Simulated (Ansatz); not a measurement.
# Ta: one contact scaled

An exercise on one series of results from a longer session: the logs are not shown, and one member is left open.

Computed with Ansatz 0.2.0 (DFT, LDA, PAW with Ansatz's default frozen-core files, scalar-relativistic, unless a step's input says otherwise).

2 further runs of the same task are left out: 2 that didn't finish.

## The starting structure

The structure is hexagonal, space group P6_3/mmc (No. 194). Conventional cell: a = 2.967 Å, b = 2.967 Å, c = 4.806 Å, α = 90.00°, β = 90.00°, γ = 120.00°. Ta (site symmetry -6m2) is surrounded by 12 Ta at 2.95 to 2.97 Å.

Coordinates:

```
Ta
1.0
     2.96696    0.00000    0.00000
    -1.48348    2.56946    0.00000
     0.00000    0.00000    4.80647
Ta
2
Direct
  0.33333 0.66667 0.25000
  0.66667 0.33333 0.75000
```

Atoms are numbered in the order of the input: Ta1, Ta2.

The first run:

The input, input.yaml:

```yaml
crystal:
  lattice:
    - [2.966956471, 0.0, 0.0]
    - [-1.4834782355, 2.5694596758, 0.0]
    - [0.0, 0.0, 4.806469483]
  atoms:
    - { symbol: Ta, position: [0.3333333333, 0.6666666667, 0.25] }
    - { symbol: Ta, position: [0.6666666667, 0.3333333333, 0.75] }
kpoints:
  mp_grid: { grid: [12, 12, 6] }
scf:
  occupations: { method: fermi_dirac, width: 0.05 }
hamiltonian:
  xc: lda
  pseudopotentials: { kind: paw }
output:
  forces: true
  stress: true
  eigenvalues: true
  efg: { contact_densities: true }
  populations: true
```

Launch:

```sh
> ansatz run input.yaml --threads 1 --pin off --max-ram 2048MiB --backend cpu --events-out ev --progress --plain --runs-dir out
```

Among the steps run: Shortest bond scaled by 1, PAW; Shortest bond scaled by 0.88, PAW; Shortest bond scaled by 0.82, PAW; Shortest bond scaled by 0.76, PAW; Shortest bond scaled by 0.7, PAW; Shortest bond scaled by 0.7, PAW (partial_waves polarizable).

One of the session's tables, all rows but one given; the rest of the session is left out.

```
                         method  length (Å)  F from the given length (eV/cell)  force along the bond (eV/Å)  pressure (GPa)  largest force (eV/Å)
                            PAW       2.066                              3.150                       10.349           37.48                10.699
                            PAW       2.243                              1.748                        5.898           20.32                 6.263
                            PAW       2.420                                  ?                            ?               ?                     ?
                            PAW       2.597                              0.422                        2.289           -0.18                 2.930
                            PAW       2.951                              0.000                        0.000           -7.34                 0.000
PAW (partial_waves polarizable)       2.066                                  –                       10.348           37.48                10.698
```

**Question.** Estimate the row for PAW, 2.420.

As computed: F from the given length (eV/cell): 0.932; force along the bond (eV/Å): 3.572; pressure (GPa): 8.18; largest force (eV/Å): 4.140.

To keep in mind: Warnings in the runs' records: gradients without spin orbit.
